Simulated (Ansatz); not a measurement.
A run of Ansatz 0.2.0:

Contents of input.yaml:

```yaml
crystal:
  lattice:
    - [6.839136, -3.066006, 0.0]
    - [6.839136, 3.066006, 0.0]
    - [-6.830977, 0.0, 6.847609]
  atoms:
    - { symbol: Te, position: [0.594702, 0.594702, 0.386433] }
    - { symbol: Te, position: [0.795288, 0.795288, 0.196112] }
    - { symbol: Te, position: [0.008324, 0.008324, 0.006435] }
    - { symbol: Te, position: [0.206519, 0.206519, 0.809803] }
    - { symbol: Te, position: [0.399959, 0.399959, 0.597118] }
    - { symbol: Sb, position: [0.901708, 0.901708, 0.587873] }
    - { symbol: Sb, position: [0.11187, 0.11187, 0.417352] }
    - { symbol: Ge, position: [0.284287, 0.284287, 0.18783] }
    - { symbol: Ge, position: [0.497343, 0.497343, 0.011044] }
hamiltonian:
  xc: revpbe
  pseudopotentials: { kind: paw }
kpoints:
  mp_grid: { grid: [4, 4, 3] }
  band_path:
    path:
      - [[-0.5, -0.5, 0.5], [0.0, 0.0, 0.0], [0.0, 0.0, -0.5]]
      - [[-0.5, -0.5, 0.0], [0.0, 0.0, 0.0], [0.5, 0.0, 0.0]]
      - [[0.0, -0.5, 0.5], [0.0, 0.0, 0.0], [0.5, 0.0, -0.5]]
      - [[0.0, -0.5, 0.0], [0.0, 0.0, 0.0]]
    npoints: 10
scf:
  occupations: { method: fermi_dirac, width: 0.05 }
  n_extra_bands: 22
output:
  forces: true
  stress: true
  eigenvalues: true
  fatbands: false
```

Potentials or basis: Ansatz PAW.

Command:

```bash
$ ansatz run input.yaml --threads 4 --pin off --max-ram 11264MiB --backend cpu --events-out ev --progress --plain --runs-dir out
```

Hardware: 4 threads of Arm Neoverse V1, on a shared host.

Question: How long does it take, and how much memory?

Answer: Wall time 70 s on 4 threads of Arm Neoverse V1, with other jobs on the host, peak memory 1.6 GiB. Counts: scf iterations 9, plane waves 5631, k points 17, bands 91.
